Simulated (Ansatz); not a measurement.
# BFH2OSiZn: the cost of one run

Program: Ansatz 0.2.0, Gaussian basis. Level of theory: PBE/def2-SVP with D3(BJ) dispersion. These are calculated values, not measurements.

## 1. Structure used throughout

The geometry comes from an earlier relaxation with PBE0-D4 in a triple-zeta def2 set; it is a stationary point, not always the lowest conformer.

SMILES `F[B]1O[SiH2][Zn]1`, 7 atoms, charge 0, spin multiplicity 1.

Atoms are counted from 1 here; the program's logs count them from 0.

Bond lengths: F1–B2 1.315 Å, B2–O3 1.353 Å, B2–Zn5 2.128 Å, O3–Si4 1.729 Å, Si4–Zn5 2.420 Å, Si4–H6 1.490 Å, Si4–H7 1.490 Å. Angles: F1–B2–O3 121.8°, F1–B2–Zn5 147.5°, O3–B2–Zn5 90.7°, B2–O3–Si4 123.1°, O3–Si4–Zn5 73.2°, O3–Si4–H6 105.3°, O3–Si4–H7 105.3°, Zn5–Si4–H6 125.7°, Zn5–Si4–H7 125.7°, H6–Si4–H7 107.4°, B2–Zn5–Si4 73.0°.

## 2. The run

in.yaml

```yaml
crystal:
  periodic: [false, false, false]
  atoms:
    - {symbol: F, position_ang: [0.243722, -2.271397, 1.514020]}
    - {symbol: B, position_ang: [0.473525, -1.245527, 0.724014]}
    - {symbol: O, position_ang: [-0.497768, -0.357913, 0.406716]}
    - {symbol: Si, position_ang: [-0.234355, 1.001491, -0.628121]}
    - {symbol: Zn, position_ang: [1.875298, -0.173651, -0.464570]}
    - {symbol: H, position_ang: [-0.632110, 2.190690, 0.176153]}
    - {symbol: H, position_ang: [-1.228311, 0.856297, -1.728223]}
basis:
  gaussian: {orbitals: def2-SVP}
hamiltonian: {xc: {name: PBE}, dispersion: d3bj}
md: {timestep: 2 fs, n_steps: 50, ensemble: nve, temperature: 500, initial_velocities: maxwell_boltzmann, seed: 749}
```

Run with:

```
$ ansatz run in.yaml --threads 4 --pin off --events-out ev --progress --plain --max-ram 10444MiB
```

What time and memory should one allow on 4 threads of Arm Neoverse V2, shared host?

About 56 s, with a peak of 0.42 GiB.
